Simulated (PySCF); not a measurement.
# C5H10OSi: magnetic properties

Wanted: magnetic properties for C5H10OSi (`O=C[C@H]1CC[SiH2]C1`).

Computed with PySCF 2.14.0 and routines of our own; the level stands in each step. Atoms count from 0.

### Step 1. The system as given

17 atoms, charge 0, multiplicity 1; geometry from: GFN2-xTB.

### Step 2. Magnetic properties: GIAO HF/pcSseg-1

Job settings and geometry (Å):

```
{"job": {"kind": "mag", "xc": "HF", "basis": "pcSseg-1", "isotopologues": 2}, "charge": 0, "multiplicity": 1}
O     -0.411116     1.117214     1.827574
C      0.499200     0.342660     1.713977
C      1.066639    -0.087228     0.399433
C      0.234423    -1.314438    -0.030722
C     -1.199352    -0.857806    -0.300986
Si    -1.037189     0.924371    -0.972572
C      0.838028     1.005207    -0.641730
H      0.941607    -0.148057     2.603416
H      2.119744    -0.362381     0.514009
H      0.276559    -2.098724     0.729419
H      0.677103    -1.709829    -0.947037
H     -1.777076    -0.870174     0.622106
H     -1.692315    -1.542479    -0.988505
H     -1.282001     0.946839    -2.423527
H     -1.858781     1.923763    -0.307497
H      1.185297     1.966061    -0.268282
H      1.412233     0.777031    -1.538985
```

Method: GIAO HF/pcSseg-1 magnetisability, rotational g tensor and spin-rotation constants, non-relativistic, gas phase.

The run is started by

```bash
OMP_NUM_THREADS=1 python excited_run.py task.json out
```

One launch serves the whole session: the jobs run in the order shown.

What it wrote:

```text
final grid: 132896 points
cycle   1  E = -558.7264747936  dE =  1.592e+00  |g| = 7.647e-01  |ddm| = 3.536e+00
cycle   2  E = -558.8198224084  dE = -9.335e-02  |g| = 5.937e-01  |ddm| = 9.648e-01
cycle   3  E = -558.8834872738  dE = -6.366e-02  |g| = 8.308e-02  |ddm| = 4.666e-01
cycle   4  E = -558.8863101312  dE = -2.823e-03  |g| = 1.936e-02  |ddm| = 1.256e-01
cycle   5  E = -558.8864864822  dE = -1.764e-04  |g| = 7.656e-03  |ddm| = 3.683e-02
cycle   6  E = -558.8865273905  dE = -4.091e-05  |g| = 3.426e-03  |ddm| = 1.839e-02
cycle   7  E = -558.8865340517  dE = -6.661e-06  |g| = 1.214e-03  |ddm| = 7.595e-03
cycle   8  E = -558.8865349862  dE = -9.346e-07  |g| = 3.436e-04  |ddm| = 2.761e-03
cycle   9  E = -558.8865350551  dE = -6.883e-08  |g| = 9.877e-05  |ddm| = 6.523e-04
cycle  10  E = -558.8865350628  dE = -7.745e-09  |g| = 3.755e-05  |ddm| = 2.347e-04
cycle  11  E = -558.8865350645  dE = -1.690e-09  |g| = 1.787e-05  |ddm| = 1.009e-04
cycle  12  E = -558.8865350650  dE = -4.713e-10  |g| = 9.199e-06  |ddm| = 4.890e-05
converged SCF energy = -558.8865350650

Magnetisability tensor (1e-30 J/T^2)
    -1230.13     -102.76        7.27
     -102.76    -1204.89      -13.92
        7.27      -13.92    -1257.34
isotropic -1230.78   principal values   -1321.27  -1258.71  -1112.37
isotropic susceptibility -74.120 1e-6 cm^3/mol

Inertial axes            a          b          c
rot. const./GHz      2.9484     2.1934     1.9367
chi total           -74.631    -70.134    -77.594
chi diamagnetic    -536.617   -666.277   -737.318
chi paramagnetic    461.986    596.143    659.724
quadrupole/D A        2.272     -2.893      0.622
g nuclear            0.6127     0.5926     0.5860
g electronic        -0.6399    -0.6143    -0.6002
g total             -0.0272    -0.0217    -0.0143

Spin-rotation constants (kHz, H = +C I.J)
atom  isotope        aa         bb         cc
  7     1H        0.240     -0.127     -0.167
  8     1H       -0.214     -0.163     -0.062
  9     1H       -0.163     -0.123     -0.159
 10     1H       -0.218     -0.130     -0.136
 11     1H       -0.247     -0.244     -0.046
 12     1H       -0.142     -0.140     -0.197
 13     1H        0.083     -0.200     -0.157
 14     1H       -0.264      0.032     -0.124
 15     1H       -0.265     -0.076     -0.172
 16     1H       -0.273     -0.202     -0.073
  0    17O*      -1.868     -1.728     -0.670
  1    13C*       1.622      0.841      0.645
  2    13C*       0.479      0.435      0.318
  3    13C*       0.435      0.294      0.267
  4    13C*       0.307      0.245      0.211
  5   29Si*      -1.695     -1.191     -1.011
  6    13C*       0.353      0.244      0.244
* in the singly substituted isotopologue

Isotopologues: g along a, b, c
2H    at 7,8,9,10,11,12    -0.0235    -0.0176    -0.0125
18O   at 0                 -0.0255    -0.0221    -0.0138
```

It took 15 s on 1 thread of Arm Neoverse V1, shared host; peak memory 0.77 GiB.

From this job:

```
              quantity                      value
       magnetisability           -1231·10⁻³⁰ J/T²
  molar susceptibility         -74.1·10⁻⁶ cm³/mol
rotational g (a, b, c)  -0.0272, -0.0217, -0.0143
```

### Step 3. Magnetic properties: GIAO mPW1PW91/def2-SVP

The job, as its differences from that of step 2:

```diff
@@ -1,2 +1,2 @@
-{"job": {"kind": "mag", "xc": "HF", "basis": "pcSseg-1", "isotopologues": 2}, "charge": 0, "multiplicity": 1}
+{"job": {"kind": "mag", "xc": "mPW1PW91", "basis": "def2-SVP", "scf": {"level_shift": 0.2}}, "charge": 0, "multiplicity": 1}
 O     -0.411116     1.117214     1.827574
```

With the program's defaults for keys left out, this is: GIAO mPW1PW91/def2-SVP magnetisability, rotational g tensor and spin-rotation constants, non-relativistic, gas phase.

What it wrote:

```text
final grid: 132896 points
cycle   1  E = -560.7732656725  dE =  8.755e-01  |g| = 8.059e-01  |ddm| = 4.111e+00
cycle   2  E = -560.6798190756  dE =  9.345e-02  |g| = 1.142e+00  |ddm| = 1.880e+00
cycle   3  E = -560.9039266950  dE = -2.241e-01  |g| = 2.566e-01  |ddm| = 7.830e-01
cycle   4  E = -560.9175351275  dE = -1.361e-02  |g| = 5.265e-02  |ddm| = 2.865e-01
cycle   5  E = -560.9182645441  dE = -7.294e-04  |g| = 9.158e-03  |ddm| = 8.471e-02
cycle   6  E = -560.9182877497  dE = -2.321e-05  |g| = 5.035e-03  |ddm| = 1.660e-02
cycle   7  E = -560.9182930576  dE = -5.308e-06  |g| = 1.313e-03  |ddm| = 6.102e-03
cycle   8  E = -560.9182935062  dE = -4.487e-07  |g| = 2.434e-04  |ddm| = 2.375e-03
cycle   9  E = -560.9182935363  dE = -3.004e-08  |g| = 8.027e-05  |ddm| = 8.115e-04
cycle  10  E = -560.9182935405  dE = -4.207e-09  |g| = 2.284e-05  |ddm| = 2.896e-04
cycle  11  E = -560.9182935411  dE = -5.691e-10  |g| = 9.688e-06  |ddm| = 1.124e-04
level shift removed, Fock matrix diagonalised once more
converged SCF energy = -560.9182935411

Magnetisability tensor (1e-30 J/T^2)
    -1191.63     -115.45       10.49
     -115.45    -1162.57      -12.73
       10.49      -12.73    -1241.15
isotropic -1198.45   principal values   -1293.47  -1242.64  -1059.25
isotropic susceptibility -72.172 1e-6 cm^3/mol

Inertial axes            a          b          c
rot. const./GHz      2.9484     2.1934     1.9367
chi total           -73.146    -67.281    -76.090
chi diamagnetic    -533.209   -664.218   -734.962
chi paramagnetic    460.063    596.937    658.872
quadrupole/D A        0.912     -1.961      1.049
g nuclear            0.6127     0.5926     0.5860
g electronic        -0.6372    -0.6151    -0.5995
g total             -0.0245    -0.0225    -0.0135

Spin-rotation constants (kHz, H = +C I.J)
atom  isotope        aa         bb         cc
  7     1H        0.237     -0.107     -0.161
  8     1H       -0.211     -0.154     -0.054
  9     1H       -0.158     -0.120     -0.155
 10     1H       -0.217     -0.127     -0.131
 11     1H       -0.243     -0.241     -0.044
 12     1H       -0.131     -0.138     -0.197
 13     1H        0.093     -0.195     -0.151
 14     1H       -0.254      0.037     -0.120
 15     1H       -0.265     -0.065     -0.172
 16     1H       -0.269     -0.197     -0.070
  0    17O*      -1.698     -1.690     -0.627
  1    13C*       1.484      0.846      0.619
  2    13C*       0.483      0.448      0.325
  3    13C*       0.437      0.293      0.275
  4    13C*       0.304      0.241      0.209
  5   29Si*      -1.621     -1.140     -0.949
  6    13C*       0.352      0.248      0.243
* in the singly substituted isotopologue
```

Wall time 25 s (1 thread of Arm Neoverse V1, shared host); peak memory 0.78 GiB.

From this job:

```
              quantity                      value
       magnetisability           -1198·10⁻³⁰ J/T²
  molar susceptibility         -72.2·10⁻⁶ cm³/mol
rotational g (a, b, c)  -0.0245, -0.0225, -0.0135
```

### Step 4. Magnetic properties side by side

```
                 level  ξ (10⁻³⁰ J/T²)     g(a)     g(b)  gap (eV)  functions  time
      GIAO HF/pcSseg-1           -1231  -0.0272  -0.0217     14.68        176  15 s
GIAO mPW1PW91/def2-SVP           -1198  -0.0245  -0.0225      6.69        152  25 s
```

### Step 5. Outcome

| quantity | value |
| --- | --- |
| magnetisability (step 2, GIAO HF/pcSseg-1) | -1231·10⁻³⁰ J/T² |
| molar susceptibility (step 2, GIAO HF/pcSseg-1) | -74.1·10⁻⁶ cm³/mol |
| rotational g (a, b, c) (step 2, GIAO HF/pcSseg-1) | -0.0272, -0.0217, -0.0143 |
| magnetisability over the levels | -1231 to -1198·10⁻³⁰ J/T² |

**Reading.** The magnetisability spreads by 2.7 % over 2 levels, from GIAO HF/pcSseg-1 (15 s) to GIAO mPW1PW91/def2-SVP (25 s); the runs took 15 s to 25 s. Two levels can agree by chance, so this spread shows no convergence. Vibrational averaging and real surroundings are missing from these values.
